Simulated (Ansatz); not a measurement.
**SnCl₂F₂: small, medium and large basis sets**

The task here is to estimate one member of a computed series from the others.

The runs use Ansatz 0.2.0, Gaussian basis; one geometry, several basis sets.

The runs, in order: PBE0-D4/def2-SVP; ωB97M-V/def2-SVP; PBE0-D4/def2-QZVPP; ωB97M-V/def2-QZVPP; the functionals' def2-TZVPP values are taken from earlier runs.

### Structure used throughout

The geometry comes from an earlier relaxation with PBE0-D4 in a triple-zeta def2 set; it is a stationary point. Sn takes the def2 core potential; no spin-orbit term is included.

SMILES `[F][Sn]([F])([Cl])[Cl]`, 5 atoms, charge 0, spin multiplicity 1.

Atoms are counted from 1 here; the program's logs count them from 0.

Bond lengths: F1–Sn2 1.887 Å, Sn2–F3 1.887 Å, Sn2–Cl4 2.271 Å, Sn2–Cl5 2.271 Å. Angles: F1–Sn2–F3 105.5°, F1–Sn2–Cl4 109.2°, F1–Sn2–Cl5 109.2°, F3–Sn2–Cl4 109.2°, F3–Sn2–Cl5 109.2°, Cl4–Sn2–Cl5 114.0°.

The first run:

File in.yaml:

```yaml
crystal:
  periodic: [false, false, false]
  atoms:
    - {symbol: F, position_ang: [-0.136042, -0.318488, 1.871498]}
    - {symbol: Sn, position_ang: [0.031627, -0.036636, 0.013573]}
    - {symbol: F, position_ang: [1.508961, -1.080162, -0.523059]}
    - {symbol: Cl, position_ang: [-1.837694, -0.793043, -1.029997]}
    - {symbol: Cl, position_ang: [0.482950, 2.154730, -0.373414]}
basis:
  gaussian: {orbitals: def2-SVP}
hamiltonian: {xc: pbe0, dispersion: d4}
output: {orbitals: {seedname: orbitals}}
```

Steps of the session up to this table: PBE0-D4 in def2-SVP; ωB97M-V in def2-SVP; PBE0-D4 in def2-QZVPP; ωB97M-V in def2-QZVPP.

One table of the session follows, with a row left open; its other results are not shown here.

```
functional       basis  HOMO (eV)  LUMO (eV)
   PBE0-D4    def2-SVP     -10.08      -3.15
   PBE0-D4  def2-TZVPP     -10.23      -3.27
   PBE0-D4  def2-QZVPP     -10.23      -3.29
   ωB97M-V    def2-SVP     -12.29      -0.93
   ωB97M-V  def2-TZVPP          ?          ?
   ωB97M-V  def2-QZVPP     -12.51      -1.23
```

Estimate the missing values for ωB97M-V, def2-TZVPP.

The run gave: HOMO (eV): -12.49; LUMO (eV): -1.14. In the column «HOMO (eV)» it lies between ωB97M-V, def2-QZVPP (-12.51) and ωB97M-V, def2-SVP (-12.29).
